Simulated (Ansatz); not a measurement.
# Cu: the cost of one run

Method: DFT PBEsol, scalar-relativistic, plane waves, PAW, in Ansatz 0.2.0.

1 further run of the same task is left out (set aside as unsound or not needed). Runs told in other sessions of the task aren't counted.

## (1) Starting point

Symmetry: Cmcm, No. 63, orthorhombic system. The conventional cell has a = 2.429 Å, b = 7.919 Å, c = 2.468 Å, α = 90.00°, β = 90.00°, γ = 90.00°. Cu (site symmetry m2m) is surrounded by 10 Cu at 2.43 to 2.53 Å.

Structure file:

```cif
data_structure
_symmetry_space_group_name_H-M 'Cmcm'
_symmetry_Int_Tables_number 63
_cell_length_a 2.4294
_cell_length_b 7.9189
_cell_length_c 2.4676
_cell_angle_alpha 90.000
_cell_angle_beta 90.000
_cell_angle_gamma 90.000
_cell_volume 47.47
loop_
_atom_site_label
_atom_site_type_symbol
_atom_site_symmetry_multiplicity
_atom_site_Wyckoff_symbol
_atom_site_fract_x
_atom_site_fract_y
_atom_site_fract_z
_atom_site_occupancy
Cu1 Cu 4 c 0.00000 0.86615 0.25000 1
```

It goes back to an entry of the Materials Project, which need not be the stable form.

It is the result of an earlier relaxation at this level (volume 11.87 Å³/atom; gap on the mesh: none (metal)).

## (2) What is varied

The energy is mapped over volume and the cell's shape.

The axes are (1) volume per atom: 5 values from 10.44 to 13.29 Å³; (2) stretch along a over the lengths across it, relative to the relaxed cell: 5 values from 0.923 to 1.083.

Nothing else is relaxed (fractional coordinates fixed). Energies count from the relaxed crystal. Points are written as (first, second).

## (3) Grid point (10.44 Å³, 0.961)

Contents of input.yaml:

```yaml
crystal:
  lattice:
    - [1.1333331948, -3.8453806926, 0.0]
    - [1.1333331948, 3.8453806926, 0.0]
    - [0.0, 0.0, 2.3964584993]
  atoms:
    - { symbol: Cu, position: [0.1338543804, 0.8661456196, 0.25] }
    - { symbol: Cu, position: [0.8661456196, 0.1338543804, 0.75] }
basis:
  ecutwfc: 520.0
kpoints:
  mp_grid: { grid: [22, 22, 20] }
hamiltonian:
  xc: pbesol
  pseudopotentials: { kind: paw, azcp: { folder: soft_1 } }
scf:
  occupations: { method: gaussian, width: 0.15 }
output:
  forces: true
  stress: true
  eigenvalues: true
```

Started as:

```
$ ansatz run input.yaml --threads 2 --pin off --max-ram 4096MiB --backend cpu --events-out ev --progress --plain --runs-dir out
```

Q: Estimate wall time and peak memory on 2 threads of Arm Neoverse N1, shared host.

About 47 s, with a peak of 0.95 GiB.
